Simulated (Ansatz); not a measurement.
# LaB3N4: the cost of one run

Code: Ansatz 0.2.0. PAW datasets, plane waves. These are computed values for a spin-unpolarised cell that may be hypothetical; none is a measurement.

## 1. The cell

The cell was relaxed beforehand with r2SCAN.

Space group Cm (No. 8), monoclinic; conventional cell a = 10.676 Å, b = 2.730 Å, c = 5.823 Å, β = 107.6°, 10.11 Å³ an atom. Around B lie 3 N at 1.46–1.53 Å; around B lie 3 N at 1.42–1.54 Å; around N lie 3 B at 1.46–1.54 Å; around N lie 3 B at 1.42–1.63 Å; around B lie 4 N at 1.48–1.71 Å.

As a file:

```xyz
8
Lattice="5.3289 -1.3651 0.3109 5.3289 1.3651 0.3109 -2.0771 0.0000 5.4396" Properties=species:S:1:pos:R:3 pbc="T T T"
B    -0.8638    0.0000    0.6778
B     0.4339    0.0000    5.6261
N     8.3769    0.0000    0.9578
N    -0.5981    0.0000    4.6526
B     3.8473    0.0000    4.9361
La    6.6478    0.0000    3.3781
N     2.8065    0.0000    3.8901
N     5.1595    0.0000    1.0208
```

## 2. Band structure with PBE

input.yaml

```yaml
crystal:
  lattice:
    - [5.3288677077, -1.3650684841, 0.3109291283]
    - [5.3288677077, 1.3650684841, 0.3109291283]
    - [-2.0771164353, 0.0, 5.4396225364]
  atoms:
    - { symbol: B, position: [-0.0555268256, -0.0555268256, 0.1309594109] }
    - { symbol: B, position: [0.237001949, 0.237001949, 1.0071905988] }
    - { symbol: "N", position: [0.8024296786, 0.8024296786, 0.0843404147] }
    - { symbol: "N", position: [0.1081661196, 0.1081661196, 0.8429508227] }
    - { symbol: B, position: [0.5261215173, 0.5261215173, 0.8472892979] }
    - { symbol: La, position: [0.7285496347, 0.7285496347, 0.5377331076] }
    - { symbol: "N", position: [0.3939292097, 0.3939292097, 0.6701080136] }
    - { symbol: "N", position: [0.5093287168, 0.5093287168, 0.1294283338] }
kpoints:
  mp_grid: { grid: [10, 10, 6] }
  band_path:
    path:
      - [[0.0, 0.0, 0.0], [-0.2679866938613, 0.2679866938613, 1.913260944258e-18]]
      - [[-0.7320133061387, -0.2679866938613, -1.927999978806e-16], [-0.5, -0.5, -1.927999978806e-16], [0.0, 0.0, 0.0], [-0.5, -0.5, 0.5], [-0.7419630371543, -0.2580369628457, 0.5]]
      - [[-0.2580369628457, 0.2580369628457, 0.5], [2.216590046714e-18, 2.216590046714e-18, 0.5], [0.0, 0.0, 0.0]]
      - [[-0.5, 3.808488850235e-17, 0.5], [0.0, 0.0, 0.0], [-0.5, 3.213761632491e-17, -9.639999894029e-17]]
    npoints: 10
hamiltonian:
  xc: pbe
scf:
  occupations: { method: fermi_dirac, width: 0.02 }
  n_extra_bands: 6
output:
  forces: true
  stress: true
  eigenvalues: true
```

On the command line:

```console
$ ansatz run input.yaml --threads 4 --pin off --max-ram 6451MiB --backend cpu --events-out ev --progress --plain --runs-dir out
```

What time and memory should one allow on 4 threads of Arm Neoverse V1, shared host?

About 16 s, with a peak of 0.58 GiB.
